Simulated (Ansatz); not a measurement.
# Al2GaH: the cost of one run

Method: UKS PBE0/def2-TZVP; program: Ansatz 0.2.0, Gaussian basis.

## 1. The system as given

4 atoms, charge 0, spin multiplicity 3.

Atoms are counted from 1 here; the program's logs count them from 0.

Bond lengths: Al1–Al2 2.519 Å, Al2–Ga3 2.679 Å. Angles: Al1–Al2–Ga3 140.8°.

The start was built by rule and, where that kept it together, relaxed with GFN2-xTB. Sticks and bond lists go by distance. No spin-orbit coupling is included. 

## 2. The run

The input, in.yaml:

```yaml
crystal:
  periodic: [false, false, false]
  atoms:
    - {symbol: Al, position_ang: [-3.279397, -0.008776, -0.001211]}
    - {symbol: Al, position_ang: [-0.869237, -0.742624, -0.002183]}
    - {symbol: Ga, position_ang: [1.610868, 0.271657, 0.001267]}
    - {symbol: H, position_ang: [-0.375044, 1.322724, 0.003192]}
basis:
  gaussian: {orbitals: def2-TZVP}
magnetization: {spin_polarized: true, initial_magnetization: 2}
hamiltonian: {xc: pbe0}
relax: {f_tol: 0.004, max_steps: 80}
```

Launch:

```
ansatz run in.yaml --threads 1 --pin off --events-out ev --progress --plain --max-ram 2176MiB
```

**Question.** How long does this run take on 1 thread of Arm Neoverse V1, shared host, and how much memory does it need?

About 1.8 min, with a peak of 0.36 GiB.
